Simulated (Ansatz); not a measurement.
**CH3AsLi radical: an energy map over two coordinates**

A grid of calculations on CH₃AsLi, SMILES [Li][CH][AsH2], spin multiplicity 2, to see where the energy is lowest and how it rises around there.

Program: Ansatz 0.2.0. Level of theory: UKS PBE0-D4/def2-SVP. These are calculated values, not measurements.

## 1. The system as given

6 atoms, charge 0, spin multiplicity 2.

Atoms are counted from 1 here; the program's logs count them from 0.

Bond lengths: Li1–C2 1.912 Å, C2–As3 1.925 Å, C2–H4 1.117 Å, As3–H5 1.558 Å, As3–H6 1.552 Å. Angles: Li1–C2–As3 123.4°, Li1–C2–H4 130.9°, As3–C2–H4 105.3°, C2–As3–H5 103.3°, C2–As3–H6 99.7°, H5–As3–H6 92.3°.

Geometry (Å):

| atom | x (Å) | y (Å) | z (Å) |
| --- | --- | --- | --- |
| Li1 | -1.5889 | -1.5561 | 0.8818 |
| C2 | -0.0453 | -0.9115 | -0.0446 |
| As3 | 0.7505 | 0.8086 | 0.2899 |
| H4 | 0.6463 | -1.4225 | -0.7572 |
| H5 | 0.7451 | 1.4862 | -1.1130 |
| H6 | -0.5077 | 1.5953 | 0.7430 |

This geometry comes from a loose relaxation at PBE in a small basis, which is not shown.

## 3. The grid

First coordinate, umbrella angle at As3 (between each of its bonds and their common axis; 90 is planar): 11 values from 49.0 to 131.0 °. Second coordinate, change of the bonds As3–C2, As3–H5, As3–H6, all alike: 11 values from −0.183 to 0.283 Å.

Nothing else is relaxed (all other coordinates rigid). Energies count from the relaxed molecule at the same level. Points are written as (first, second).

(The set-up runs are not shown.)

## 4. The run at (90.0°, −0.136 Å)

input.yaml reads:

```yaml
crystal:
  periodic: [false, false, false]
  atoms:
    - { symbol: Li, position_ang: [-0.413726, -1.896401, 1.699514] }
    - { symbol: C, position_ang: [0.723835, -0.951004, 0.486191] }
    - { symbol: As, position_ang: [0.748091, 0.815107, 0.2884] }
    - { symbol: H, position_ang: [1.557741, -1.333093, -0.135307] }
    - { symbol: H, position_ang: [1.38684, 1.53136, -0.734412] }
    - { symbol: H, position_ang: [0.098059, 1.670295, 1.184479] }
magnetization:
  spin_polarized: true
  initial_magnetization: 1
basis:
  gaussian: { orbitals: def2-SVP }
hamiltonian:
  xc: pbe0
  dispersion: d4
output:
  forces: true
```

The run is started by

```bash
$ ansatz run input.yaml --threads 1 --pin off --max-ram 2560MiB --backend cpu --events-out ev --progress --plain --runs-dir out
```

Further runs follow: the other points that were computed.

**Question.** What will these runs give? Wanted: lowest point; highest computed point; ⟨S²⟩; dipole moment.

**Answer**, as computed:

| quantity | value |
| --- | --- |
| lowest point | (122.8°, 0.003 Å), 1.1 kcal/mol |
| highest computed point | (90.0°, 0.283 Å), 73.3 kcal/mol above the lowest |
| ⟨S²⟩ (ħ²) | 0.754 at (131.0°, −0.183 Å) to 0.801 at (98.2°, 0.283 Å); 0.755 at the lowest point |
| dipole moment (D) | 5.12 at (90.0°, −0.183 Å) to 7.27 at (73.6°, 0.283 Å); 6.26 at the lowest point |
| time for the whole task | 11 min on 1 thread, shared host |

**Reading.** The lowest computed point is at (122.8°, 0.003 Å), 1.1 kcal/mol from the relaxed molecule at the same level. The grid is coarse, so the lowest point of the scanned range may lie between grid points; coordinates that were held can hide deeper minima. There is a further well near (65.4°, 0.003 Å) (1.5 kcal/mol above the lowest at that grid point). The highest computed point, (90.0°, 0.283 Å), lies 73.3 kcal/mol above the lowest. On the interpolated surface the easiest way out of the lowest well to the well at (65.4°, 0.003 Å) passes a barrier of about 26 kcal/mol. Round the minimum the valley is somewhat tilted: raising the first coordinate shifts the best value of the second coordinate upwards (coupling k₁₂/√(k₁₁k₂₂) about −0.2).
